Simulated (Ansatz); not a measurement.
AlF2O, SMILES [O][Al]([F])[F], a rigid scan of one bond length

Run with Ansatz 0.2.0 through its Python package.

The script, `scan_alf2o.py`:
```python
# -*- coding: utf-8 -*-
'''Stretching a bond of AlF2O, the rest held rigid.'''

import warnings

import ansatz as az
import numpy as np

BASIS_SET = 'def2-SVP'
FUNCTIONAL = 'PBE0'


def main():
    warnings.simplefilter('ignore', az.DeckWarning)

    geometry = (
        az.Crystal.molecule()
        .atom('O', (0.7685, -0.9986, 1.3898))
        .atom('Al', (-0.0127, -0.0076, -0.0138))
        .atom('F', (-1.6635, -0.4504, -0.6698))
        .atom('F', (0.9632, 1.3964, -0.7264))
    )

    symbols = [site.symbol for site in geometry.cartesian_sites]
    start = np.array([site.position_ang for site in geometry.cartesian_sites])
    axis = (start[0] - start[1]) / np.linalg.norm(start[0] - start[1])
    moving = [0]
    lengths, energies = [1.661, 1.736, 1.812, 1.887, 1.963, 2.038, 2.114, 2.227], []
    for length in lengths:
        xyz = start.copy()
        xyz[moving] += (length - np.linalg.norm(start[0] - start[1])) * axis
        point = az.Crystal.molecule()
        for symbol, place in zip(symbols, xyz):
            point = point.atom(symbol, place.tolist())
        base = (
            point.calculation()
            .basis(gaussian=BASIS_SET)
            .functional(FUNCTIONAL)
            .spin('collinear', total=1)  # spin-polarised run
        )
        data = base.run(threads=1).report
        energies.append(data['free_energy_ev'])
        print(f'r = {length:6.3f} A  E = {energies[-1]:.5f} eV  <S^2> = {abs(data["mean_field"]["state"]["spin_squared"]):.3f}')

    # quartic fit about the minimum
    fit = np.polynomial.Polynomial.fit(lengths, np.array(energies) - min(energies), 4).convert()
    roots = [r.real for r in fit.deriv().roots() if abs(r.imag) < 1e-9 and fit.deriv(2)(r.real) > 0]
    r_e = min(roots, key=lambda r: abs(r - lengths[int(np.argmin(energies))]))
    print(f'minimum of the fit at {r_e:.4f} A, force constant {fit.deriv(2)(r_e):.2f} eV/A^2')


if __name__ == '__main__':
    main()
```

```console
$ python scan_alf2o.py
r =  1.661 A  E = -14060.77227 eV  <S^2> = 0.753
r =  1.736 A  E = -14060.84574 eV  <S^2> = 0.753
r =  1.812 A  E = -14060.77230 eV  <S^2> = 0.753
r =  1.887 A  E = -14060.60027 eV  <S^2> = 0.754
r =  1.963 A  E = -14060.35916 eV  <S^2> = 0.755
r =  2.038 A  E = -14060.07954 eV  <S^2> = 0.756
r =  2.114 A  E = -14059.77194 eV  <S^2> = 0.759
r =  2.227 A  E = -14059.29715 eV  <S^2> = 0.767
minimum of the fit at 1.7326 A, force constant 25.55 eV/A^2
```

Total energies depend on the basis set; only differences at equal settings carry meaning. The rest of the molecule is held rigid at a force-field or estimated start geometry, and the basis set is modest; single-reference methods fail as a bond breaks. The species is open-shell (spin multiplicity 2). The whole script took 22 s on 1 thread of Intel(R) Xeon(R) 6975P-C (Granite Rapids), with other jobs on the host, peak memory 0.23 GiB.

(A comment or docstring line of the script was reworded after the run, the code is as it ran; lines on the test bed's own set-up are left out of the output.)
